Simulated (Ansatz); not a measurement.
# C: a tetragonal deformation path

Aim: for C, look for other minima along a tetragonal path.

Program: Ansatz 0.2.0. Level of theory: DFT r2SCAN, scalar-relativistic, plane waves, PAW. These are calculated values, not measurements.

### 1 Starting point

Symmetry: Fd-3m, No. 227, cubic system. The conventional cell has a = 3.567 Å, b = 3.567 Å, c = 3.567 Å, α = 90.00°, β = 90.00°, γ = 90.00°. C (site symmetry -43m) is surrounded by 4 C at 1.54 Å.

As a file:

```xyz
2
Lattice="0.0000 1.7834 1.7834 1.7834 0.0000 1.7834 1.7834 1.7834 0.0000" Properties=species:S:1:pos:R:3 pbc="T T T"
C     1.7834    1.7834    1.7834
C     2.6751    2.6751    2.6751
```

The cell is taken as given, not relaxed at this level.

### 2 The reference cell

Reference values: F = -503.1111 eV; pressure -2.44 GPa; largest force 0.000 eV/Å; gap on the mesh 4.37 eV. It was computed beforehand with the settings of the runs below.

### 3 Setting up a tetragonal deformation path

At fixed volume and fractional coordinates, lengths along (0.000, 0.000, 1.000) are scaled against those across it; ρ is that ratio over its starting value.

### 4 ρ = 0.707

input.yaml

```yaml
crystal:
  lattice:
    - [0.0, 2.0018995919, 1.4153430115]
    - [2.0018995919, 0.0, 1.4153430115]
    - [2.0018995919, 2.0018995919, 0.0]
  atoms:
    - { symbol: C, position: [0.5, 0.5, 0.5] }
    - { symbol: C, position: [0.75, 0.75, 0.75] }
basis:
  ecutwfc: 500
kpoints:
  mp_grid: { grid: [12, 12, 12] }
hamiltonian:
  xc: r2scan
scf:
  occupations: { method: gaussian, width: 0.05 }
output:
  forces: true
  stress: true
  eigenvalues: true
```

Launch:

```
$ ansatz run input.yaml --threads 1 --pin off --max-ram 2560MiB --backend cpu --events-out ev --progress --plain --runs-dir out
```

The session goes on with these runs: At ρ = 1.414; point ρ = 0.850; At ρ = 1.200; At ρ = 0.780; ρ = 1.300; point ρ = 0.920; At ρ = 1.100; ρ = 0.650; ρ = 1.500; At ρ = 0.960; point ρ = 1.050.

Q: Predict the outcome of this session. Wanted: highest point.

**Answer**, as computed:

```
     quantity                         value
highest point  2277.1 meV/atom at ρ = 1.500
```

What this shows: The undisturbed cell stays the lowest of the sampled points. No further minimum shows among the sampled points. The gap on the mesh, 4.37 eV at the start, reads zero at ρ = 0.650.
